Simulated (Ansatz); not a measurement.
# BH5OSeSn: a ladder of functionals and wavefunction methods

Aim: compute BH5OSeSn with functionals from several rungs and with coupled cluster. The yardstick is the atomisation energy at the CCSD(T) limit.

Method: functionals in def2-TZVPP, the program's frozen cores in correlated methods; program: Ansatz 0.2.0, Gaussian basis.

Levels to be run: LDA (SPW92), PBE-D4, revPBE-D4, BLYP-D4, r2SCAN-D4, B97M-V, PBE0-D4, B3LYP-D4, r2SCANh-D4, r2SCAN0-D4, HSE06-D4, BHLYP-D4, CAM-B3LYP-D4, LC-ωPBE, ωB97X-V, ωB97M-V, B2PLYP, PBE-QIDH; CCSD(T)/def2-SVP; CCSD(T)/def2-TZVPP; MP2/def2-QZVPP; extrapolation to the limit; RPA on PBE.

1 further run of the same task is left out (for a known fault of the program). Runs told in other sessions of the task aren't counted.

**1. The relaxed structure**

All runs share one geometry, relaxed beforehand with PBE0-D4 in a triple-zeta def2 set. Sn takes the def2 core potential; no spin-orbit term is included.

SMILES `O[B]([SeH])[SnH3]`, 9 atoms, charge 0, spin multiplicity 1.

Atoms are counted from 1 here; the program's logs count them from 0.

Bond lengths: O1–B2 1.353 Å, O1–H5 0.961 Å, B2–Se3 1.941 Å, B2–Sn4 2.269 Å, Se3–H6 1.472 Å, Sn4–H7 1.718 Å, Sn4–H8 1.706 Å, Sn4–H9 1.707 Å. Angles: B2–O1–H5 114.3°, O1–B2–Se3 118.8°, O1–B2–Sn4 122.5°, Se3–B2–Sn4 118.7°, B2–Se3–H6 95.8°, B2–Sn4–H7 108.0°, B2–Sn4–H8 113.1°, B2–Sn4–H9 112.8°, H7–Sn4–H8 107.6°, H7–Sn4–H9 107.4°, H8–Sn4–H9 107.7°.

**2. LDA**

This LDA is Slater exchange with PW92 correlation.

in.yaml

```yaml
crystal:
  periodic: [false, false, false]
  atoms:
    - {symbol: O, position_ang: [0.338408, 1.356627, -1.201949]}
    - {symbol: B, position_ang: [0.520631, 0.533439, -0.143794]}
    - {symbol: Se, position_ang: [2.092250, 0.773429, 0.969314]}
    - {symbol: Sn, position_ang: [-0.943172, -1.119252, 0.380593]}
    - {symbol: H, position_ang: [-0.457100, 1.178024, -1.710200]}
    - {symbol: H, position_ang: [2.638783, 1.912012, 0.212774]}
    - {symbol: H, position_ang: [-2.154297, -1.160369, -0.836687]}
    - {symbol: H, position_ang: [-0.217490, -2.662529, 0.439801]}
    - {symbol: H, position_ang: [-1.729414, -0.857783, 1.873048]}
basis:
  gaussian: {orbitals: def2-TZVPP}
hamiltonian: {xc: lda}
output: {orbitals: {seedname: orbitals}}
```

Started as:

```
ansatz run in.yaml --threads 4 --pin off --events-out ev --progress --plain --max-ram 10444MiB
```

Further steps of the session: PBE-D4 (GGA); revPBE-D4 (GGA); BLYP-D4 (GGA); r2SCAN-D4 (meta-GGA); B97M-V (meta-GGA); PBE0-D4 (hybrid); B3LYP-D4 (hybrid); r2SCANh-D4 (hybrid); r2SCAN0-D4 (hybrid); HSE06-D4 (hybrid); BHLYP-D4 (hybrid); CAM-B3LYP-D4 (range-separated); LC-ωPBE (range-separated); ωB97X-V (range-separated); ωB97M-V (range-separated); B2PLYP (double hybrid); PBE-QIDH (double hybrid); CCSD(T) in def2-SVP; CCSD(T) in def2-TZVPP; MP2 in def2-QZVPP; RPA on PBE orbitals.

**Question.** What will the summary of the whole plan be? Wanted: atomisation energy, CCSD(T)/CBS; farthest beyond LDA; mean size of error, GGA; mean size of error, meta-GGA; mean size of error, hybrid; mean size of error, range-separated; mean size of error, double hybrid; gap, smallest and largest; T1 diagnostic.

**Answer**, as computed:

| quantity | value |
| --- | --- |
| atomisation energy, CCSD(T)/CBS | 652.2 kcal/mol |
| functionals within 6.5 kcal/mol (1.0 %) | PBE-D4, r2SCAN-D4, B97M-V, r2SCANh-D4, CAM-B3LYP-D4, ωB97X-V, ωB97M-V |
| farthest beyond LDA | BHLYP-D4 (-25.2 kcal/mol) |
| mean size of error, GGA | 8.9 kcal/mol |
| mean size of error, meta-GGA | 2.5 kcal/mol |
| mean size of error, hybrid | 11.1 kcal/mol |
| mean size of error, range-separated | 5.2 kcal/mol |
| mean size of error, double hybrid | 13.4 kcal/mol |
| gap, smallest and largest | 4.41 eV (LDA (SPW92)), 11.17 eV (LC-ωPBE) |
| T1 diagnostic | 0.0132 |
| triples share of the correlation energy | 3.4 % |

LDA overbinds by 98.9 kcal/mol (15 %). PBE-D4 is off by +3.7 kcal/mol. Double hybrids carry the basis error of their MP2 part in triple zeta, and no dispersion term here, so their miss is partly the set-up's. The rungs meta-GGA, range-separated miss on average by less than the doubt on the reference (6.5 kcal/mol), so they tie. Misses under about 6.5 kcal/mol are within the doubt on the reference itself, which lacks core-valence correlation, spin-orbit coupling and higher excitations, and its outer-core shells are covered unevenly. All levels share the lack of spin-orbit coupling, which lowers the free heavy atoms and so the true binding. Hartree-Fock recovers 70 % of the binding; the rest is correlation. CCSD(T) in def2-SVP is off by -45.3 kcal/mol, worse than the median functional, from the basis alone. Orbital gaps span 4.4 to 11.2 eV; exact exchange widens them. Correlated methods include outer-core shells of Se, Sn, which these sets cover unevenly.
